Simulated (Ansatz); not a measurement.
# Ta4C3: the cost of one run

Program: Ansatz 0.2.0. Level of theory: DFT r2SCAN, scalar-relativistic, plane waves, PAW. These are calculated values, not measurements.

### 1 The structure to begin with

It takes space group Pm-3m (No. 221, cubic). The conventional cell has a = 4.425 Å, b = 4.425 Å, c = 4.425 Å, α = 90.00°, β = 90.00°, γ = 90.00°. Ta (site symmetry 4/mmm) has 4 C at 2.21 Å as nearest neighbours. Ta (site symmetry m-3m) has 6 C at 2.21 Å as nearest neighbours. C (site symmetry 4/mmm) has 6 Ta at 2.21 Å as nearest neighbours.

Coordinates:

```cif
data_structure
_symmetry_space_group_name_H-M 'Pm-3m'
_symmetry_Int_Tables_number 221
_cell_length_a 4.4248
_cell_length_b 4.4248
_cell_length_c 4.4248
_cell_angle_alpha 90.000
_cell_angle_beta 90.000
_cell_angle_gamma 90.000
_cell_volume 86.63
loop_
_atom_site_label
_atom_site_type_symbol
_atom_site_symmetry_multiplicity
_atom_site_Wyckoff_symbol
_atom_site_fract_x
_atom_site_fract_y
_atom_site_fract_z
_atom_site_occupancy
Ta1 Ta 3 c 0.00000 0.50000 0.50000 1
Ta2 Ta 1 a 0.00000 0.00000 0.00000 1
C1 C 3 d 0.50000 0.00000 0.00000 1
```

It goes back to an entry of the Materials Project, which need not be the stable form.

It is the result of an earlier relaxation at this level (volume 12.38 Å³/atom; gap on the mesh: none (metal)).

### 2 The reference cell

Reference values: F = -40536.0592 eV; pressure 0.03 GPa; largest force 0.000 eV/Å; gap on the mesh none (metal). It was computed beforehand with the settings of the runs below.

### 3 The scan: rattled cells

All atoms are moved at random with no net shift, in some cells together with a random strain.

### 4 Point rms move = 0.085 Å

input.yaml reads:

```yaml
crystal:
  lattice:
    - [4.624689128, -0.1388293227, -0.0618060264]
    - [-0.1388293227, 4.5763015013, 0.0350993553]
    - [-0.0618060264, 0.0350993553, 4.7560490108]
  atoms:
    - { symbol: Ta, position: [0.01282233, 0.504766442, 0.5148971109] }
    - { symbol: Ta, position: [0.494275664, -0.0057177486, 0.481304312] }
    - { symbol: Ta, position: [0.5093948242, 0.5002616849, 0.0021178559] }
    - { symbol: Ta, position: [-0.016562853, -0.0133893164, 0.0189469404] }
    - { symbol: C, position: [0.5029983901, 0.005214946, -0.0121444597] }
    - { symbol: C, position: [-0.0185258016, 0.4997995336, -0.0050879571] }
    - { symbol: C, position: [0.0155974464, 0.0090644586, 0.4999661976] }
basis:
  ecutwfc: 500
kpoints:
  mp_grid: { grid: [10, 10, 10] }
hamiltonian:
  xc: r2scan
scf:
  occupations: { method: gaussian, width: 0.15 }
output:
  forces: true
  stress: true
  eigenvalues: true
```

Started as:

```
ansatz run input.yaml --threads 2 --pin off --max-ram 5120MiB --backend cpu --events-out ev --progress --plain --runs-dir out
```

What time and memory should one allow on 2 threads of Oxide Virtual Turin-like (Zen 5), shared host?

About 2.5 min, with a peak of 1.9 GiB.
